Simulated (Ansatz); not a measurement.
**CH₄FSeSn radical: a ladder of functionals and wavefunction methods**

One table from this session's results is given with a row withheld; the runs are named, their logs left out.

Method: functionals in def2-TZVPP, the program's frozen cores in correlated methods; program: Ansatz 0.2.0, Gaussian basis.

The runs, in order: LDA (SPW92), PBE-D4, revPBE-D4, BLYP-D4, r2SCAN-D4, B97M-V, PBE0-D4, B3LYP-D4, r2SCANh-D4, r2SCAN0-D4, HSE06-D4, BHLYP-D4, CAM-B3LYP-D4, LC-ωPBE, ωB97X-V, ωB97M-V, B2PLYP, PBE-QIDH; CCSD(T)/def2-SVP; CCSD(T)/def2-TZVPP; MP2/def2-QZVPP; extrapolation to the limit; RPA on PBE.

**The geometry**

The geometry comes from an earlier relaxation with PBE0-D4 in a triple-zeta def2 set; it is a stationary point, not always the lowest conformer. Sn takes the def2 core potential; no spin-orbit term is included.

SMILES `[CH3][Sn]([F])[SeH]`, 8 atoms, charge 0, spin multiplicity 2.

Atoms are counted from 1 here; the program's logs count them from 0.

Bond lengths: C1–Sn2 2.168 Å, C1–H5 1.089 Å, C1–H6 1.088 Å, C1–H7 1.091 Å, Sn2–F3 1.941 Å, Sn2–Se4 2.559 Å, Se4–H8 1.470 Å. Angles: Sn2–C1–H5 109.3°, Sn2–C1–H6 109.5°, Sn2–C1–H7 105.8°, H5–C1–H6 110.6°, H5–C1–H7 110.9°, H6–C1–H7 110.6°, C1–Sn2–F3 103.0°, C1–Sn2–Se4 109.9°, F3–Sn2–Se4 102.7°, Sn2–Se4–H8 89.2°.

Set-up of the first run:

The input, in.yaml:

```yaml
crystal:
  periodic: [false, false, false]
  atoms:
    - {symbol: C, position_ang: [-0.211999, 1.391365, -0.441325]}
    - {symbol: Sn, position_ang: [-0.216427, -0.288931, 0.928543]}
    - {symbol: F, position_ang: [1.666593, -0.522341, 1.337690]}
    - {symbol: Se, position_ang: [-0.786404, -2.440037, -0.334763]}
    - {symbol: H, position_ang: [-1.165061, 1.428302, -0.967495]}
    - {symbol: H, position_ang: [-0.044648, 2.312394, 0.114062]}
    - {symbol: H, position_ang: [0.608368, 1.207210, -1.135843]}
    - {symbol: H, position_ang: [0.241678, -3.145061, 0.443331]}
basis:
  gaussian: {orbitals: def2-TZVPP}
magnetization: {spin_polarized: true, initial_magnetization: 1}
hamiltonian: {xc: lda}
output: {orbitals: {seedname: orbitals}}
```

Run with:

```
ansatz run in.yaml --threads 2 --pin off --events-out ev --progress --plain --max-ram 32768MiB --backend cpu
```

Among the steps run: LDA; PBE-D4 (GGA); revPBE-D4 (GGA); BLYP-D4 (GGA); r2SCAN-D4 (meta-GGA); B97M-V (meta-GGA); PBE0-D4 (hybrid); B3LYP-D4 (hybrid); r2SCANh-D4 (hybrid); r2SCAN0-D4 (hybrid); HSE06-D4 (hybrid); BHLYP-D4 (hybrid); CAM-B3LYP-D4 (range-separated); LC-ωPBE (range-separated); ωB97X-V (range-separated); ωB97M-V (range-separated); B2PLYP (double hybrid); PBE-QIDH (double hybrid).

One of the session's tables, all rows but one given; the rest of the session is left out.

It belongs to the step «Orbital energies across the functionals». 

```
  functional  HOMO (eV)  LUMO (eV)  gap (eV)
 LDA (SPW92)      -5.34      -4.75      0.58
      PBE-D4      -5.23      -4.42      0.81
   revPBE-D4      -5.19      -4.31      0.88
     BLYP-D4      -5.06      -4.40      0.66
   r2SCAN-D4      -5.58      -4.21      1.38
      B97M-V      -5.43      -4.47      0.96
     PBE0-D4      -6.32      -3.68      2.64
    B3LYP-D4      -6.08      -4.01      2.07
  r2SCANh-D4      -5.98      -3.92      2.06
  r2SCAN0-D4      -6.58      -3.50      3.08
    HSE06-D4      -5.93      -4.04      1.89
    BHLYP-D4          ?          ?         ?
CAM-B3LYP-D4      -7.51      -2.84      4.66
     LC-ωPBE      -8.81      -1.57      7.24
     ωB97X-V      -8.38      -1.90      6.48
     ωB97M-V      -8.29      -2.00      6.29
```

Estimate the missing values for BHLYP-D4.

Worked estimate for «HOMO (eV)». Against the share of exact exchange, BLYP-D4 (0, -5.06), B3LYP-D4 (0.2, -6.08) give a slope of -5.10 per unit share; at 0.5 the line stands at -7.61.

As computed: HOMO (eV): -7.23; LUMO (eV): -2.95; gap (eV): 4.29. In «HOMO (eV)» the line misses by -0.38.
